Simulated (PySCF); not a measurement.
# C₃H₉BSi: electronic excitations and core binding energies

Aim: predict the electronic excitations and core binding energies of C₃H₉BSi (`B[C@@H]1[SiH2][C@@H]1C`).

Programs: PySCF 2.14.0, with density-fitted response routines of our own. Each step states its level of theory. These are calculated values for one molecule in the gas phase, unless marked as measured. Atoms are numbered from 0 throughout.

**1. The molecule as given**

14 atoms, charge 0, multiplicity 1; geometry from: GFN2-xTB.

Bonds of the start (Å): B0–C1 1.52, C1–Si2 1.93, Si2–C3 1.88, C3–C4 1.51, C3–C1 1.54, B0–H5 1.17, B0–H6 1.17, C1–H7 1.09, Si2–H8 1.45, Si2–H9 1.45, C3–H10 1.09, C4–H11 1.09, C4–H12 1.09, C4–H13 1.09.

**2. Ultraviolet spectrum: CAM-B3LYP/def2-SVPD**

Job settings and geometry (Å):

```
{"job": {"kind": "uv", "xc": "CAM-B3LYP", "basis": "def2-SVPD", "nstates": 8, "ntriplets": 3}, "charge": 0, "multiplicity": 1}
B      1.568329    -0.449407     0.952380
C      0.970975     0.317743    -0.211518
Si    -0.383716     1.592937     0.303983
C     -0.422026     0.098651    -0.832057
C     -1.189545    -1.151199    -0.469055
H      0.935859    -1.193928     1.599735
H      2.692510    -0.266552     1.237018
H      1.666629     0.767814    -0.915031
H     -0.263904     2.930276    -0.255221
H     -0.996282     1.494405     1.616766
H     -0.431878     0.271770    -1.905381
H     -0.680286    -2.033058    -0.858637
H     -2.192279    -1.118974    -0.893296
H     -1.275065    -1.260952     0.608148
```

Method: TDDFT CAM-B3LYP/def2-SVPD, vertical, gas phase, core orbitals frozen in the response.

Started as:

```console
> OMP_NUM_THREADS=1 python probes_run.py task.json out
```

The driver reads the jobs from task.json and runs them one after another.

The program printed:

```text
coarse grid: 11552 points
cycle   1  E = -433.6317110674  dE =  4.498e-01  |g| = 3.485e-01  |ddm| = 5.357e+00
cycle   2  E = -433.6375271994  dE = -5.816e-03  |g| = 3.440e-01  |ddm| = 1.113e+00
cycle   3  E = -433.6716686061  dE = -3.414e-02  |g| = 4.419e-02  |ddm| = 5.331e-01
cycle   4  E = -433.6721497927  dE = -4.812e-04  |g| = 2.149e-02  |ddm| = 1.296e-01
cycle   5  E = -433.6722818984  dE = -1.321e-04  |g| = 3.127e-03  |ddm| = 4.121e-02
cycle   6  E = -433.6722850788  dE = -3.180e-06  |g| = 8.117e-04  |ddm| = 8.465e-03
final grid: 105112 points
cycle   7  E = -433.7406368970  dE = -2.781e-05  |g| = 3.196e-03  |ddm| = 7.151e-02
cycle   8  E = -433.7406369144  dE = -1.740e-08  |g| = 3.316e-03  |ddm| = 1.257e-02
cycle   9  E = -433.7406398088  dE = -2.894e-06  |g| = 3.016e-04  |ddm| = 4.567e-03
cycle  10  E = -433.7406398319  dE = -2.315e-08  |g| = 1.497e-04  |ddm| = 7.992e-04
cycle  11  E = -433.7406398386  dE = -6.730e-09  |g| = 2.073e-05  |ddm| = 3.143e-04
cycle  12  E = -433.7406398388  dE = -2.095e-10  |g| = 9.161e-06  |ddm| = 7.979e-05
converged SCF energy = -433.7406398388

Static polarisability (au): isotropic 79.060, principal 67.773 78.331 91.076

Singlet excitations
state   eV       nm        f      main configurations
  1   5.3025    233.8   0.14795   H->L 0.92
  2   6.1357    202.1   0.06982   H-1->L 0.71, H-2->L 0.12
  3   6.3444    195.4   0.09282   H->L+1 0.63, H->L+3 0.20
  4   6.4961    190.9   0.05737   H->L+2 0.67, H->L+1 0.14
  5   6.7876    182.7   0.04813   H-2->L 0.59, H-1->L 0.14
  6   6.9664    178.0   0.03853   H->L+3 0.53, H->L+1 0.13, H-3->L 0.12
  7   7.0408    176.1   0.03345   H->L+4 0.36, H->L+5 0.24, H-3->L 0.12
  8   7.2235    171.6   0.03124   H-3->L 0.42, H->L+3 0.14, H->L+2 0.12

Triplet excitations (Tamm-Dancoff, eV): 4.2573 5.2350 5.5409
```

Wall time 42 s (1 thread of Arm Neoverse N1, shared host); peak memory 0.76 GiB.

The orbitals next to the gap, with their largest atomic shares:

| orbital | eV | atoms |
| --- | --- | --- |
| HOMO−3 | -10.95 | B0 31 %, H6 21 %, C1 12 % |
| HOMO−2 | -10.49 | B0 25 %, C1 22 %, H5 15 % |
| HOMO−1 | -9.62 | C1 29 %, C3 19 %, B0 12 % |
| HOMO | -8.18 | Si2 27 %, C3 25 %, C1 20 % |
| LUMO | 0.05 | B0 35 %, Si2 25 %, C1 12 % |
| LUMO+1 | 1.11 | Si2 29 %, B0 23 %, C1 10 % |
| LUMO+2 | 1.35 | B0 17 %, Si2 16 %, C4 13 % |

With each of the 8 states as a Gaussian band of 0.4 eV half-width at 1/e, the curve within the window shown has maxima at 234 nm (ε 6,000), 194 nm (ε 8,800) L/(mol cm). Beyond the last state computed it falls off for lack of states. The curve at chosen wavelengths:

nm, ε (L/mol/cm) and a bar:
```
      165       1331 ##
      169       2861 ########
      173       4590 ###############
      177       5956 ####################
      181       6844 #######################
      185       7577 ##########################
      189       8324 ############################
      192       8725 ##############################
      196       8675 ##############################
      200       7776 ##########################
      204       6277 #####################
      208       4721 ###############
      212       3638 ###########
      216       3319 ##########
      220       3736 ###########
      224       4592 ###############
      228       5464 ##################
      232       5978 ####################
      236       5943 ####################
      239       5563 ##################
      243       4716 ###############
      247       3687 ###########
      251       2679 #######
      255       1821 ####
      259       1166 ##
      263        708
```

Ground-state properties from the same run:

| property | computed |
| --- | --- |
| dipole moment (D) | 1.81 |
| polarisability (Å³) | 11.72 |
| HOMO–LUMO gap (eV) | 8.24 |
| −ε(HOMO) (eV) | 8.18 |

**3. Core-electron binding energies: SCAN, X2C**

Settings changed since step 2:

```diff
@@ -1,2 +1,2 @@
-{"job": {"kind": "uv", "xc": "CAM-B3LYP", "basis": "def2-SVPD", "nstates": 8, "ntriplets": 3}, "charge": 0, "multiplicity": 1}
+{"job": {"kind": "xps"}, "charge": 0, "multiplicity": 1}
 B      1.568329    -0.449407     0.952380
```

Method: delta-SCF UKS SCAN, pcX-2 on the ionised atom, pcseg-1 elsewhere, spin-free X2C.

The program printed:

```text
ground state, core basis on atom 0 (B), 150 functions
  cycle   1  E = -434.41416107  |g| = 5.48e-01
  cycle   2  E = -434.19434859  |g| = 9.73e-01
  cycle   3  E = -434.50450691  |g| = 1.12e-01
  cycle   4  E = -434.50818961  |g| = 4.56e-02
  cycle   5  E = -434.50869950  |g| = 1.28e-02
  cycle   6  E = -434.50875098  |g| = 4.27e-03
  cycle   7  E = -434.50875463  |g| = 1.23e-03
  cycle   8  E = -434.50875467  |g| = 4.22e-04
  E(ground) = -434.54872895 Eh
hole in B 1s of atom 0
  cycle   1  E = -426.92769301  |g| = 1.16e+00
  cycle   2  E = -425.47277340  |g| = 1.81e+00
  cycle   3  E = -427.15240658  |g| = 5.43e-01
  cycle   4  E = -427.29448405  |g| = 3.16e-01
  cycle   5  E = -427.35419902  |g| = 8.10e-02
  cycle   6  E = -427.35759047  |g| = 4.59e-02
  cycle   7  E = -427.35910351  |g| = 1.73e-02
  cycle   8  E = -427.35961255  |g| = 1.81e-02
  cycle   9  E = -427.36009476  |g| = 1.01e-02
  cycle  10  E = -427.36034221  |g| = 6.57e-03
  cycle  11  E = -427.36039704  |g| = 2.07e-03
  cycle  12  E = -427.36040630  |g| = 8.66e-04
  cycle  13  E = -427.36040659  |g| = 4.31e-04
  E(ion) = -427.40003488 Eh   <S^2> = 1.0297   hole on atom = 1.000   binding energy = 194.526 eV
ground state, core basis on atom 1 (C), 150 functions
  cycle   1  E = -434.51774787  |g| = 5.76e-02
  cycle   2  E = -434.51770015  |g| = 2.05e-02
  cycle   3  E = -434.51765226  |g| = 2.35e-02
  cycle   4  E = -434.51781783  |g| = 1.97e-03
  cycle   5  E = -434.51781918  |g| = 6.19e-04
  cycle   6  E = -434.51781856  |g| = 1.46e-04
  E(ground) = -434.55713543 Eh
hole in C 1s of atom 1
  cycle   1  E = -423.28201950  |g| = 1.52e+00
  cycle   2  E = -422.33966626  |g| = 1.98e+00
  cycle   3  E = -423.81243409  |g| = 3.68e-01
  cycle   4  E = -423.86644269  |g| = 1.17e-01
  cycle   5  E = -423.87186072  |g| = 4.90e-02
  cycle   6  E = -423.87300947  |g| = 1.20e-02
  cycle   7  E = -423.87307710  |g| = 6.38e-03
  cycle   8  E = -423.87310081  |g| = 1.73e-03
  cycle   9  E = -423.87310389  |g| = 8.08e-04
  cycle  10  E = -423.87310575  |g| = 2.35e-04
  E(ion) = -423.91004758 Eh   <S^2> = 0.7725   hole on atom = 1.000   binding energy = 289.722 eV
ground state, core basis on atom 2 (Si), 161 functions
  cycle   1  E = -434.61242300  |g| = 2.87e-01
  cycle   2  E = -434.61243486  |g| = 3.73e-02
  cycle   3  E = -434.61224815  |g| = 3.84e-02
  cycle   4  E = -434.61256392  |g| = 1.28e-02
  cycle   5  E = -434.61260514  |g| = 2.03e-03
  cycle   6  E = -434.61260607  |g| = 2.21e-04
  E(ground) = -434.60976969 Eh
hole in Si 1s of atom 2
  cycle   1  E = -365.67425601  |g| = 4.35e+00
  cycle   2  E = -365.61000633  |g| = 2.21e+00
  cycle   3  E = -366.07666906  |g| = 9.59e-01
  cycle   4  E = -366.60836971  |g| = 4.57e-01
  cycle   5  E = -366.73272024  |g| = 1.66e-01
  cycle   6  E = -366.74633057  |g| = 6.22e-02
  cycle   7  E = -366.74824718  |g| = 1.44e-02
  cycle   8  E = -366.74834855  |g| = 6.30e-03
  cycle   9  E = -366.74836952  |g| = 2.06e-03
  cycle  10  E = -366.74837382  |g| = 9.72e-04
  cycle  11  E = -366.74837462  |g| = 6.00e-04
  cycle  12  E = -366.74837582  |g| = 1.72e-04
  E(ion) = -366.75308194 Eh   <S^2> = 0.7541   hole on atom = 1.000   binding energy = 1846.475 eV
hole in Si 2p of atom 2
  cycle   1  E = -430.33162224  |g| = 1.24e+00
  cycle   2  E = -430.04642919  |g| = 1.22e+00
  cycle   3  E = -430.55319408  |g| = 4.04e-01
  cycle   4  E = -430.64945723  |g| = 1.79e-01
  cycle   5  E = -430.66655936  |g| = 6.76e-02
  cycle   6  E = -430.66904731  |g| = 1.28e-02
  cycle   7  E = -430.66912011  |g| = 5.87e-03
  cycle   8  E = -430.66913783  |g| = 1.99e-03
  cycle   9  E = -430.66914137  |g| = 8.34e-04
  cycle  10  E = -430.66914152  |g| = 4.97e-04
  E(ion) = -430.67708520 Eh   <S^2> = 0.7541   hole on atom = 1.002   binding energy = 107.014 eV
  2p3/2 = 106.778 eV   2p1/2 = 107.402 eV
ground state, core basis on atom 3 (C), 150 functions
  cycle   1  E = -434.51839396  |g| = 6.13e-02
  cycle   2  E = -434.51827719  |g| = 3.05e-02
  cycle   3  E = -434.51835423  |g| = 2.68e-02
  cycle   4  E = -434.51858275  |g| = 6.61e-03
  cycle   5  E = -434.51859478  |g| = 9.75e-04
  cycle   6  E = -434.51859504  |g| = 1.98e-04
  E(ground) = -434.55743029 Eh
hole in C 1s of atom 3
  cycle   1  E = -423.26088887  |g| = 1.52e+00
  cycle   2  E = -422.19541739  |g| = 2.07e+00
  cycle   3  E = -423.79357618  |g| = 3.64e-01
  cycle   4  E = -423.84608605  |g| = 1.23e-01
  cycle   5  E = -423.85257936  |g| = 5.14e-02
  cycle   6  E = -423.85383250  |g| = 1.33e-02
  cycle   7  E = -423.85393053  |g| = 6.42e-03
  cycle   8  E = -423.85396372  |g| = 2.20e-03
  cycle   9  E = -423.85396919  |g| = 1.09e-03
  cycle  10  E = -423.85397085  |g| = 3.45e-04
  E(ion) = -423.89132439 Eh   <S^2> = 0.7752   hole on atom = 1.000   binding energy = 290.240 eV
ground state, core basis on atom 4 (C), 150 functions
  cycle   1  E = -434.51597384  |g| = 5.73e-02
  cycle   2  E = -434.51593639  |g| = 2.01e-02
  cycle   3  E = -434.51593883  |g| = 1.99e-02
  cycle   4  E = -434.51603346  |g| = 1.43e-03
  cycle   5  E = -434.51603440  |g| = 2.50e-04
  E(ground) = -434.55457177 Eh
hole in C 1s of atom 4
  cycle   1  E = -423.27945236  |g| = 1.50e+00
  cycle   2  E = -422.64863150  |g| = 1.78e+00
  cycle   3  E = -423.79380473  |g| = 3.31e-01
  cycle   4  E = -423.83097218  |g| = 1.44e-01
  cycle   5  E = -423.84063466  |g| = 4.81e-02
  cycle   6  E = -423.84165340  |g| = 8.42e-03
  cycle   7  E = -423.84167685  |g| = 6.57e-03
  cycle   8  E = -423.84170361  |g| = 1.95e-03
  cycle   9  E = -423.84170495  |g| = 1.01e-03
  cycle  10  E = -423.84170757  |g| = 5.65e-04
  cycle  11  E = -423.84170743  |g| = 1.09e-04
  E(ion) = -423.87926763 Eh   <S^2> = 0.7675   hole on atom = 1.000   binding energy = 290.490 eV
```

Wall time 2 min (1 thread of Arm Neoverse N1, shared host); peak memory 0.58 GiB.

The holes in one table. −ε is the ground-state orbital energy:

| hole | stands for | environment | ΔSCF (eV; 2p as the shell's mean) | −ε (eV) | ⟨S²⟩ |
| --- | --- | --- | --- | --- | --- |
| B1s on B0 | B0 | boron bonded to C, 2 H | 194.53 (doubtful) | 179.4 | 1.030 |
| C1s on C1 | C1 | three-membered-ring carbon | 289.72 | 273.4 | 0.773 |
| Si1s on Si2 | Si2 | silicon bonded to 2 C, 2 H, in a 3-membered ring | 1846.47 | 1793.7 | 0.754 |
| Si2p on Si2 | Si2 | silicon bonded to 2 C, 2 H, in a 3-membered ring | 106.99 | 96.6 | 0.754 |
| C1s on C3 | C3 | three-membered-ring carbon | 290.24 | 274.0 | 0.775 |
| C1s on C4 | C4 | methyl carbon | 290.49 | 273.4 | 0.767 |

Doubtful: the ion did not converge, its hole moved, or its ⟨S²⟩ is well above 0.75.

With the spin-orbit splitting: Si2 2p3/2 106.78, 2p1/2 107.40 eV. The table gives each 2p level as the mean over the whole 2p shell (two parts 2p3/2, one part 2p1/2), which differs a little from the single hole in the log.

**4. Results**

| quantity | value |
| --- | --- |
| lowest singlet (CAM-B3LYP/def2-SVPD) | 5.30 eV (234 nm), f = 0.148 |
| lowest triplet | 4.26 eV |
| C1s binding energies, SCAN/pcX-2 | C4 290.49, C3 290.24, C1 289.72 eV |
| Si1s binding energies, SCAN/pcX-2 | Si2 1846.47 eV |
| Si2p binding energies, SCAN/pcX-2 | Si2 106.99 eV |

In words: The lowest singlet, at 5.30 eV, is HOMO→LUMO 0.92 and is bright. The lowest triplet lies 1.05 eV below the lowest singlet (triplets in Tamm-Dancoff, singlets in full TDDFT). The C1s levels kept as sound span 0.77 eV, from C1 (three-membered-ring carbon) up to C4 (methyl carbon).
